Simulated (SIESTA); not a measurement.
The system is Te2Mo3WS6, a slab with vacuum.

```
W Te Mo S
1.0
     3.27232    0.00000    0.00000
    -1.63616    2.83391    0.00000
     0.00000    0.00000   39.05056
W Te Mo S
1 2 3 6
Direct
  0.33333 0.66667 0.47067
  0.33333 0.66667 0.23221
  0.33333 0.66667 0.33113
  0.66667 0.33333 0.65763
  0.66667 0.33333 0.28169
  0.33333 0.66667 0.09294
  0.33333 0.66667 0.61819
  0.66667 0.33333 0.51024
  0.66667 0.33333 0.13236
  0.66667 0.33333 0.43107
  0.66667 0.33333 0.05355
  0.33333 0.66667 0.69707
```

| Quantity | Value |
| --- | --- |
| Program | SIESTA 5.4.2 |
| Task | single point |
| Functional | PBEsol |
| Potentials or basis | PseudoDojo 0.4 standard (PBEsol files) |
| Basis | DZP (energy shift 0.003 Ry; two zetas on semicore shells) |
| Grid cutoff | 800 Ry |
| Energy shift | 0.003 Ry |
| k mesh | 9 × 9 × 1 |
| Occupations | fermi-dirac, width 0.05 eV |
| Spin | no spin polarisation |

On this cell: largest force 0.103 eV/Å; band gap on the k mesh 0.08 eV, indirect (least direct gap 0.54 eV).

The same run follows on a disturbed copy (atoms moved at random, drawn with an rms of 0.05 Å):

```
CELL_PARAMETERS angstrom
3.27232 0.00000 0.00000
-1.63616 2.83391 0.00000
0.00000 0.00000 39.05056
ATOMIC_POSITIONS crystal
W 0.33035 0.68073 0.47112
Te 0.33568 0.66540 0.23204
Te 0.32756 0.66021 0.33025
Mo 0.66803 0.33231 0.65775
Mo 0.68009 0.33609 0.28414
Mo 0.33793 0.67636 0.09280
S 0.35164 0.66714 0.61835
S 0.67143 0.32498 0.51184
S 0.65291 0.32308 0.13199
S 0.66693 0.33209 0.42864
S 0.65530 0.31883 0.05490
S 0.32801 0.64606 0.69726
```

Question: What does the disturbed cell give?

Answer: The energy moves by +37.6 meV/atom; largest force 2.891 eV/Å; band gap on the k mesh none (metal or under the smearing width).

Forces on the atoms (eV/Å):
```
W    0.786 -0.872 -0.888
Te   0.153  0.062  0.832
Te   0.455  0.249  1.973
Mo   0.568 -0.462  0.045
Mo  -0.609 -0.310 -2.809
Mo  -0.379 -1.271  0.810
S   -0.462 -0.001  0.016
S   -0.504  0.543 -0.882
S    0.244  0.534  0.280
S   -0.281  0.329  1.738
S    0.136  0.738 -1.009
S   -0.106  0.463 -0.105
```

Stress tensor (GPa, compression positive):
```
-1.50  0.11  0.39
 0.11 -1.24  0.48
 0.39  0.48 -0.96
```

Caveats: short orbitals over semicore shells can move pressures by several GPa; the basis of atomic orbitals isn't converged, which shifts pressures, moduli and gaps; spin-orbit coupling is left out, which moves the levels of the heavy elements (some runs).
